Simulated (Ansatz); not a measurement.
# Ti3Al2: the cost of one run

Program: Ansatz 0.2.0. Level of theory: DFT PBE, scalar-relativistic, plane waves, PAW. These are calculated values, not measurements.

**1. The system as given**

Symmetry: Fm-3m, No. 225, cubic system. Conventional cell: a = 8.477 Å, b = 8.477 Å, c = 8.477 Å, α = 90.00°, β = 90.00°, γ = 90.00°. Ti (site symmetry 4mm) has 2 Al at 2.08 to 2.16 Å in its first shell of neighbours. Al (site symmetry -43m) has 12 Ti at 3.00 Å in its first shell of neighbours. Al (site symmetry m-3m) is surrounded by 6 Ti at 2.08 Å. Around Al (site symmetry m-3m) lie 6 Ti at 2.16 Å.

Structure file:

```cif
data_structure
_symmetry_space_group_name_H-M 'Fm-3m'
_symmetry_Int_Tables_number 225
_cell_length_a 8.4767
_cell_length_b 8.4767
_cell_length_c 8.4767
_cell_angle_alpha 90.000
_cell_angle_beta 90.000
_cell_angle_gamma 90.000
_cell_volume 609.09
loop_
_atom_site_label
_atom_site_type_symbol
_atom_site_symmetry_multiplicity
_atom_site_Wyckoff_symbol
_atom_site_fract_x
_atom_site_fract_y
_atom_site_fract_z
_atom_site_occupancy
Ti1 Ti 24 e 0.75463 0.00000 0.00000 1
Al1 Al 8 c 0.25000 0.75000 0.75000 1
Al2 Al 4 a 0.00000 0.00000 0.00000 1
Al3 Al 4 b 0.50000 0.00000 0.00000 1
```

Recipe of the guess: random cell by space group and Wyckoff sites (Fm-3m, No. 225). Its size is a rough estimate.

**2. Probe: one point on a coarse mesh**

input.yaml

```yaml
crystal:
  lattice:
    - [0.0, 4.2383469, 4.2383469]
    - [4.2383469, 0.0, 4.2383469]
    - [4.2383469, 4.2383469, 0.0]
  atoms:
    - { symbol: Ti, position: [0.24537397, 0.75462603, 0.75462603] }
    - { symbol: Ti, position: [0.75462603, 0.24537397, 0.24537397] }
    - { symbol: Ti, position: [0.75462603, 0.24537397, 0.75462603] }
    - { symbol: Ti, position: [0.24537397, 0.75462603, 0.24537397] }
    - { symbol: Ti, position: [0.75462603, 0.75462603, 0.24537397] }
    - { symbol: Ti, position: [0.24537397, 0.24537397, 0.75462603] }
    - { symbol: Al, position: [0.25, 0.25, 0.25] }
    - { symbol: Al, position: [0.75, 0.75, 0.75] }
    - { symbol: Al, position: [0.0, 0.0, 0.0] }
    - { symbol: Al, position: [0.5, 0.5, 0.5] }
basis:
  ecutwfc: 420
kpoints:
  mp_grid: { grid: [4, 4, 4] }
hamiltonian:
  xc: pbe
scf:
  occupations: { method: gaussian, width: 0.1 }
  lower_state_search: "off"
output:
  forces: true
  stress: true
  eigenvalues: true
```

Run with:

```
$ ansatz run input.yaml --threads 1 --pin off --max-ram 2560MiB --backend cpu --events-out ev --progress --plain --runs-dir out
```

What time and memory should one allow on 1 thread of Intel Xeon at 2.60GHz (Ice Lake), shared host?

About 3.3 s, with a peak of 0.48 GiB.
